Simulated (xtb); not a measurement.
# One shape, several levels: C2H7AlSe (SMILES [CH3][AlH][Se]C)

Aim: a comparison of 3 runs (GFN2-xTB, GFN0-xTB, GFN1-xTB) of C2H7AlSe. 

The calculation is run with xtb 6.7.1.

8 further runs of the same task are left out: 8 set aside as unsound or not needed.

## Step 1: The system as given

The species is C2H7AlSe (11 atoms), meant as a singlet with charge 0. As SMILES, `[CH3][AlH][Se]C`. The C1–H7 distance was set to 1.640 Å, away from the relaxed value. At this shape a bond of the SMILES string is far longer than usual.

Bond lengths: C1–Al2 1.950 Å, Al2–Se3 2.311 Å, Se3–C4 1.964 Å, C1–H5 1.096 Å, C1–H6 1.093 Å, Al2–H8 1.585 Å, C4–H9 1.087 Å, C4–H10 1.088 Å, C4–H11 1.087 Å. Some angles: C1–Al2–Se3 120.8°, Al2–Se3–C4 100.3°, C1–Al2–H8 124.2°, Se3–Al2–H8 115.0°, Al2–C1–H5 110.2°, Al2–C1–H6 112.7°, Se3–C4–H9 110.7°, Se3–C4–H10 106.6°, Se3–C4–H11 110.1°, H5–C1–H6 107.2°. A long bond or contact: C1–H7 1.640 Å.

## Step 2: Energy and gradient at GFN2-xTB (run 1)

start.xyz reads:

```xyz
11

C     -1.053605     0.728208     0.234182
Al     0.292195    -0.184992     1.310282
Se     2.278695    -0.898492     0.368382
C      2.000795    -0.344592    -1.495518
H     -0.879905     1.810008     0.249082
H     -1.042305     0.413308    -0.812018
H     -2.560700     0.476800     0.830600
H      0.146195    -0.471392     2.862082
H      1.670195     0.689908    -1.544418
H      2.962895    -0.440992    -1.994718
H      1.275095    -0.996792    -1.975618
```

The run is started by

```bash
$ xtb start.xyz --grad --gfn2 | tee out.txt
```

What it wrote:

```text
* xtb version 6.7.1
[...]
          :  # basis functions                  35          :
[...]
          :  # electrons                        24          :
[...]
          :  Hamiltonian                  GFN2-xTB          :
[...]
          :  net charge                          0          :
          :  unpaired electrons                  0          :
[...]
   *** convergence criteria satisfied after 14 iterations ***
[...]
         ::                     SUMMARY                     ::
         :::::::::::::::::::::::::::::::::::::::::::::::::::::
         :: total energy             -12.030340982144 Eh    ::
         :: gradient norm              0.096738070853 Eh/a0 ::
         :: HOMO-LUMO gap              3.586288403589 eV    ::
         ::.................................................::
         :: SCC energy               -12.145164699543 Eh    ::
         :: -> isotropic ES            0.029413922515 Eh    ::
         :: -> anisotropic ES          0.003967925746 Eh    ::
         :: -> anisotropic XC          0.002991323724 Eh    ::
         :: -> dispersion             -0.006538513337 Eh    ::
         :: repulsion energy           0.114823717399 Eh    ::
         :: add. restraining           0.000000000000 Eh    ::
         :: total charge              -0.000000000000 e     ::
         :::::::::::::::::::::::::::::::::::::::::::::::::::::
[...]
        12        2.0000           -0.3747619             -10.1978 (HOMO)
        13                         -0.2429682              -6.6115 (LUMO)
[...]
     #   Z          covCN         q      C6AA      α(0)
     1   6 C        2.741    -0.165    32.267     9.301
     2  13 Al       2.555     0.344    95.239    19.988
     3  34 Se       1.807    -0.263   244.643    27.255
     4   6 C        3.741    -0.061    21.745     6.653
     5   1 H        0.924     0.060     2.204     2.322
     6   1 H        0.924     0.071     2.071     2.250
     7   1 H        0.052    -0.019     8.488     5.326
     8   1 H        0.872    -0.163     8.431     4.547
     9   1 H        0.925     0.062     2.177     2.307
    10   1 H        0.925     0.073     2.049     2.239
    11   1 H        0.925     0.061     2.186     2.312
[...]
     #   Z sym  total        # sym  WBO       # sym  WBO       # sym  WBO
 ---------------------------------------------------------------------------
     1   6 C    3.865 --     2 Al   1.055     5 H    0.922     6 H    0.918
                             7 H    0.865
     2  13 Al   3.457 --     3 Se   1.176     1 C    1.055     8 H    0.861
                             7 H    0.123
     3  34 Se   2.359 --     2 Al   1.176     4 C    0.996
     4   6 C    3.984 --     3 Se   0.996    11 H    0.971    10 H    0.970
                             9 H    0.967
     5   1 H    0.996 --     1 C    0.922
     6   1 H    0.995 --     1 C    0.918
     7   1 H    1.000 --     1 C    0.865     2 Al   0.123
     8   1 H    0.973 --     2 Al   0.861
     9   1 H    0.996 --     4 C    0.967
    10   1 H    0.994 --     4 C    0.970
[...]
molecular dipole:
                 x           y           z       tot (Debye)
 q only:       -0.281       0.430      -0.912
   full:       -0.752       0.701      -1.048       3.731
molecular quadrupole (traceless):
[...]
          | TOTAL ENERGY              -12.030340982144 Eh   |
          | GRADIENT NORM               0.096738070853 Eh/α |
          | HOMO-LUMO GAP               3.586288403589 eV   |
           -------------------------------------------------
[...]
```

Standard error:

```text
normal termination of xtb
```

Wall time 0.029 s (1 thread of Intel Xeon 6975P-C (Granite Rapids), shared host).

## Step 3: Energy and forces at GFN0-xTB (run 2)

.CHRG reads:

```
0
```

.UHF reads:

```
0
```

in.coord reads:

```
$coord angs
    -1.0536050     0.7282080     0.2341820  C
     0.2921950    -0.1849920     1.3102820  Al
     2.2786950    -0.8984920     0.3683820  Se
     2.0007950    -0.3445920    -1.4955180  C
    -0.8799050     1.8100080     0.2490820  H
    -1.0423050     0.4133080    -0.8120180  H
    -2.5607000     0.4768000     0.8306000  H
     0.1461950    -0.4713920     2.8620820  H
     1.6701950     0.6899080    -1.5444180  H
     2.9628950    -0.4409920    -1.9947180  H
     1.2750950    -0.9967920    -1.9756180  H
$end
```

The run is started by

```bash
$ xtb --gfn0 --grad --parallel 1 -- in.coord | tee xtb.out
```

What it wrote (excerpt; [...] marks lines left out):

```text
* xtb version 6.7.1
[...]
[WARNING] Please study the warnings concerning your input carefully
-1- prog_main_parseArguments: The use of '--gfn0' is discouraged, please use '--gfn 0' next time
########################################################################
[...]
          :  # basis functions                  42          :
[...]
          :  # electrons                        24          :
[...]
 Zeroth order Hamiltonian       ...        0 min,  0.000 sec (  9.408%)
[...]
         ::                     SUMMARY                     ::
         :::::::::::::::::::::::::::::::::::::::::::::::::::::
         :: total energy             -12.667181597079 Eh    ::
         :: gradient norm              0.081800632107 Eh/a0 ::
         :: HOMO-LUMO gap              3.520224859289 eV    ::
         ::.................................................::
         :: H0 energy                -12.729554645617 Eh    ::
         :: repulsion energy           0.122702206305 Eh    ::
         :: electrostat energy        -0.057540861381 Eh    ::
         :: -> Gsolv                   0.000000000000 Eh    ::
         ::    -> Gsasa                0.000000000000 Eh    ::
         ::    -> Gshift               0.000000000000 Eh    ::
         :: dispersion energy         -0.002788296386 Eh    ::
         :: short-range corr.          0.000000000000 Eh    ::
         :: add. restraining           0.000000000000 Eh    ::
         :: total charge               0.000000000000 e     ::
         :::::::::::::::::::::::::::::::::::::::::::::::::::::
[...]
        12        2.0000           -0.4113338             -11.1930 (HOMO)
        13                         -0.2819679              -7.6727 (LUMO)
[...]
          | TOTAL ENERGY              -12.667181597079 Eh   |
          | GRADIENT NORM               0.081800632107 Eh/α |
          | HOMO-LUMO GAP               3.520224859289 eV   |
           -------------------------------------------------
[...]
```

Standard error:

```text
normal termination of xtb
```

It took 0.029 s on 1 thread of Intel Xeon 6975P-C (Granite Rapids), shared host.

## Step 4: Energy and forces at GFN1-xTB (run 3)

in.coord is that of step 3.

The run is started by

```bash
$ xtb --grad --json --gfn 1 -- in.coord | tee run.log
```

What it wrote:

```text
* xtb version 6.7.1
[...]
          :  # basis functions                  42          :
[...]
          :  # electrons                        24          :
[...]
          :  Hamiltonian                  GFN1-xTB          :
[...]
          :  net charge                          0          :
          :  unpaired electrons                  0          :
[...]
   *** convergence criteria satisfied after 11 iterations ***
[...]
         ::                     SUMMARY                     ::
         :::::::::::::::::::::::::::::::::::::::::::::::::::::
         :: total energy             -12.581005971770 Eh    ::
         :: gradient norm              0.105553072904 Eh/a0 ::
         :: HOMO-LUMO gap              4.331106962915 eV    ::
         ::.................................................::
         :: SCC energy               -12.682360179868 Eh    ::
         :: -> electrostatic           0.003492492268 Eh    ::
         :: repulsion energy           0.105286103222 Eh    ::
         :: dispersion energy         -0.003931895124 Eh    ::
         :: halogen bond corr.         0.000000000000 Eh    ::
         :: add. restraining           0.000000000000 Eh    ::
         :: total charge              -0.000000000000 e     ::
         :::::::::::::::::::::::::::::::::::::::::::::::::::::
[...]
        12        2.0000           -0.3916103             -10.6563 (HOMO)
        13                         -0.2324450              -6.3252 (LUMO)
[...]
     #   Z sym  total        # sym  WBO       # sym  WBO       # sym  WBO
 ---------------------------------------------------------------------------
     1   6 C    3.890 --     2 Al   0.962     6 H    0.945     5 H    0.939
                             7 H    0.869
     2  13 Al   3.255 --     3 Se   1.174     1 C    0.962     8 H    0.821
                             7 H    0.103
     3  34 Se   2.294 --     2 Al   1.174     4 C    0.945
     4   6 C    3.995 --    10 H    1.001    11 H    0.994     9 H    0.988
                             3 Se   0.945
     5   1 H    1.003 --     1 C    0.939
     6   1 H    1.006 --     1 C    0.945
     7   1 H    0.995 --     1 C    0.869     2 Al   0.103
     8   1 H    0.977 --     2 Al   0.821
     9   1 H    1.007 --     4 C    0.988
    10   1 H    1.011 --     4 C    1.001
[...]
          | TOTAL ENERGY              -12.581005971770 Eh   |
          | GRADIENT NORM               0.105553072904 Eh/α |
          | HOMO-LUMO GAP               4.331106962915 eV   |
           -------------------------------------------------
[...]
```

Standard error:

```text
normal termination of xtb
```

It took 0.033 s on 1 thread of Intel Xeon 6975P-C (Granite Rapids), shared host.

## Step 5: The series

```
run     level  energy (Eh)  dipole moment (D)  HOMO energy (eV)  LUMO energy (eV)  wall time
  1  GFN2-xTB   -12.030341               3.73            -10.20             -6.61    0.029 s
  2  GFN0-xTB   -12.667182               4.13            -11.19             -7.67    0.029 s
  3  GFN1-xTB   -12.581006               1.81            -10.66             -6.33    0.033 s
```

## Step 6: Summary of results

| quantity | value |
| --- | --- |
| run 3: total energy | -12.58101 Eh |
| run 3: dipole moment | 1.81 D |
| run 3: HOMO energy | -10.66 eV |
| run 3: LUMO energy | -6.33 eV |
| run 3: HOMO–LUMO gap | 4.33 eV |
| run 3: dispersion energy | -10.32 kJ/mol |
| run 3: largest force on an atom | 4.198 eV/Å |

The dipole moment (its size) runs from 1.81 D (GFN1-xTB) to 4.13 D (GFN0-xTB). The HOMO–LUMO gap runs from 3.52 eV (GFN0-xTB) to 4.33 eV (GFN1-xTB). Force-field and semi-empirical energies have zeros of their own, so their totals don't compare. All runs together took 0.091 s, the longest 0.033 s.
